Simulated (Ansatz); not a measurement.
# C: other elements on the same sites

What happens to the structure of C under C → Pb; C → B? Each swap replaces an element on all its sites; cell and atoms are relaxed again.

Method: DFT r2SCAN, scalar-relativistic, plane waves, PAW, in Ansatz 0.2.0.

3 further runs of the same task are left out: 3 set aside as unsound or not needed. Runs told in other sessions of the task aren't counted.

**1. Starting point**

It takes space group P6_3/mmc (No. 194, hexagonal). The conventional cell has a = 2.456 Å, b = 2.456 Å, c = 7.036 Å, α = 90.00°, β = 90.00°, γ = 120.00°. C (site symmetry -6m2) is surrounded by 3 C at 1.42 Å.

As a file:

```cif
data_structure
_symmetry_space_group_name_H-M 'P 1'
_symmetry_Int_Tables_number 1
_cell_length_a 2.4558
_cell_length_b 2.4558
_cell_length_c 7.0364
_cell_angle_alpha 90.000
_cell_angle_beta 90.000
_cell_angle_gamma 120.000
_cell_volume 36.75
loop_
_atom_site_label
_atom_site_type_symbol
_atom_site_fract_x
_atom_site_fract_y
_atom_site_fract_z
_atom_site_occupancy
C1 C 0.00000 0.00000 0.25000 1
C2 C 0.00000 0.00000 0.75000 1
C3 C 0.33333 0.66667 0.25000 1
C4 C 0.66667 0.33333 0.75000 1
```

It goes back to an entry of the Materials Project.

This cell was relaxed beforehand with the same method: volume 9.19 Å³/atom, gap on the mesh none (metal).

**2. C → Pb: the starting cell**

The start of Pb: fractional positions of relaxed C, cell scaled by 1.524, a guess from tabulated radii.

**3. Probe: one point at the start (Pb)**

File input.yaml:

```yaml
crystal:
  lattice:
    - [3.7422623797, 0.0, 0.0]
    - [-1.8711311898, 3.2408942885, 0.0]
    - [0.0, 0.0, 10.7223935633]
  atoms:
    - { symbol: Pb, position: [0.0, 0.0, 0.25] }
    - { symbol: Pb, position: [0.0, 0.0, 0.75] }
    - { symbol: Pb, position: [0.3333333333, 0.6666666667, 0.25] }
    - { symbol: Pb, position: [0.6666666667, 0.3333333333, 0.75] }
basis:
  ecutwfc: 500
kpoints:
  mp_grid: { grid: [6, 6, 2] }
hamiltonian:
  xc: r2scan
scf:
  occupations: { method: gaussian, width: 0.1 }
output:
  forces: true
  stress: true
  eigenvalues: true
```

On the command line:

```sh
$ ansatz run input.yaml --threads 1 --pin off --max-ram 2560MiB --backend cpu --events-out ev --progress --plain --runs-dir out
```

Further runs follow: rough relaxation on the coarse mesh (Pb); full relaxation (Pb); quick check of gap, pressure and forces (B); rough relaxation on the coarse mesh (B); the relaxation (B).

What does the calculation give? Wanted: C → Pb; C → B.

As calculated:

| quantity | value |
| --- | --- |
| C → Pb (Pb) | 38.71 Å³/atom, gap none (metal) |
| C → B (B) | 7.91 Å³/atom, gap none (metal) |

In words: The volume per atom runs from -13.9 % (B) to +321.3 % (Pb) against the relaxed parent. All of them are metals at this level. The runs treat Pb without spin-orbit coupling. Layers here are held mostly by dispersion, which this level lacks, so their spacing and the stiffness across them are unreliable there.
